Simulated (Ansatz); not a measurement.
# Ni: the cost of one run

Program: Ansatz 0.2.0. Level of theory: DFT HSE06, PAW, plane waves, scalar-relativistic. These are calculated values, not measurements.

4 further runs of the same task are left out: 4 for a known fault of the program.

### Step 1. The structure to begin with

Symmetry: Fm-3m, No. 225, cubic system. The conventional cell has a = 3.527 Å, b = 3.527 Å, c = 3.527 Å, α = 90.00°, β = 90.00°, γ = 90.00°. Around Ni (site symmetry m-3m) lie 12 Ni at 2.49 Å.

Structure file:

```cif
data_structure
_symmetry_space_group_name_H-M 'P 1'
_symmetry_Int_Tables_number 1
_cell_length_a 2.4940
_cell_length_b 2.4940
_cell_length_c 4.9880
_cell_angle_alpha 60.000
_cell_angle_beta 60.000
_cell_angle_gamma 60.000
_cell_volume 21.94
loop_
_atom_site_label
_atom_site_type_symbol
_atom_site_fract_x
_atom_site_fract_y
_atom_site_fract_z
_atom_site_occupancy
Ni1 Ni 0.00000 0.00000 0.00000 1
Ni2 Ni 0.00000 0.00000 0.50000 1
```

Atoms are counted from 1 in the order of input.yaml (Ni2 and so on).

The first starts: parallel moments, plain SCF; no spin polarisation; spin on, no moments given (the program may seed its own), plain SCF. Further starts follow from what these give.

“Plain SCF” means no search for lower states. Under a hybrid the search levels only allow a further exchange loop from another filling of the frontier levels; the end state isn't tested for a lower one. Iterations are summed over the PBE start and the exchange cycles. 

Moments by site are taken inside atomic spheres; the rest lies between them.

### Step 2. Parallel moments, plain SCF

input.yaml reads:

```yaml
crystal:
  lattice:
    - [0.0, 1.76353, 1.76353]
    - [1.76353, 0.0, 1.76353]
    - [3.52706, 3.52706, 0.0]
  atoms:
    - { symbol: Ni, position: [0.0, 0.0, 0.0], spin: 2.0 }
    - { symbol: Ni, position: [0.0, 0.0, 0.5], spin: 2.0 }
magnetization:
  spin_polarized: true
hamiltonian:
  xc: hse06
  pseudopotentials: { kind: paw }
basis:
  ecutwfc: 420
kpoints:
  mp_grid: { grid: [6, 6, 3] }
scf:
  occupations: { method: fermi_dirac, width: 0.1 }
  lower_state_search: "off"
output:
  forces: true
  stress: true
```

Launch:

```console
$ ansatz run input.yaml --threads 4 --pin off --max-ram 10240MiB --backend cpu --events-out ev --progress --plain --runs-dir out
```

Q: Estimate wall time and peak memory on 4 threads of an Arm CPU, shared host.

About 18 s, with a peak of 0.58 GiB.
